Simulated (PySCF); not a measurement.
# RbSb: from the state search to spectroscopic constants

An exercise on one series of results from a longer session: the logs are not shown, and one member is left open.

Program: PySCF 2.14.0. Level of theory: Rb def2-SVP with ECP28, Sb def2-SVP with ECP28, scalar-relativistic core potentials. These are calculated values, not measurements.

Set-up of the first run:

Settings of the job:

* atoms: Rb, Sb
* charge: 0
* basis: Rb def2-SVP with ECP28, Sb def2-SVP with ECP28
* Hamiltonian: scalar-relativistic core potentials
* basis functions: 50
* electrons treated: 32
* masses in u: 84.9118, 120.9038
* levels: PBE0, PBE, r²SCAN, TPSSh, PBEsol, M06-2X, CAM-B3LYP, HF, MP2, SCS-MP2, CCSD, CCSD(T)
* grid: 80 radial by 434 angular points
* occupations: held fixed by the projection of orbital angular momentum
* dissociation limit: Rb + Sb, each in its ground configuration
* starting distance in angstrom: 3.425
* values of 2S to try: 0, 2, 4

Command:

```bash
$ OMP_NUM_THREADS=1 python dia.py task.json out
```

Among the steps run: Set-up; The PBE0 curve of the state that the search chose; Higher solutions at PBE0; PBE (GGA); r²SCAN; TPSSh; PBEsol (GGA); M06-2X; CAM-B3LYP (range-separated hybrid); UHF (mean field); Correlated methods on the Hartree–Fock reference.

One table of the session follows, with a row left open; its other results are not shown here.

Energy (eV) from each level's lowest point:

| R (Å) | UHF | UHF-MP2 | UHF-SCS-MP2 | UHF-CCSD | UHF-CCSD(T) |
| --- | --- | --- | --- | --- | --- |
| 3.009 | 0.589 | 0.462 | 0.484 | n/a | n/a |
| 3.149 | 0.292 | 0.211 | 0.225 | 0.219 | 0.219 |
| 3.289 | 0.117 | 0.072 | 0.079 | 0.076 | 0.076 |
| 3.394 | ? | ? | ? | ? | ? |
| 3.499 | 0.008 | 0.000 | 0.000 | 0.000 | 0.000 |
| 3.604 | 0.000 | 0.004 | 0.002 | 0.003 | 0.003 |
| 3.744 | 0.018 | 0.035 | 0.031 | 0.033 | 0.033 |
| 3.919 | 0.058 | 0.117 | 0.123 | 0.094 | 0.100 |
| 4.129 | 0.089 | 0.243 | 0.257 | 0.185 | 0.197 |
| 4.409 | 0.118 | 0.355 | 0.371 | n/a | n/a |

Estimate the missing values for R (Å) = 3.394.

Worked estimate for «UHF». A straight line through the neighbours (3.289, 0.117) and (3.499, 0.008) gives 0.117 + (0.008 − 0.117) × (3.394 − 3.289) / (3.499 − 3.289) = 0.062; a parabola fitted to 4 rows on both sides gives 0.042.

As computed: UHF: 0.044; UHF-MP2: 0.020; UHF-SCS-MP2: 0.023; UHF-CCSD: 0.021; UHF-CCSD(T): 0.022. In «UHF» the line misses by +0.018 and the parabola by -0.002.
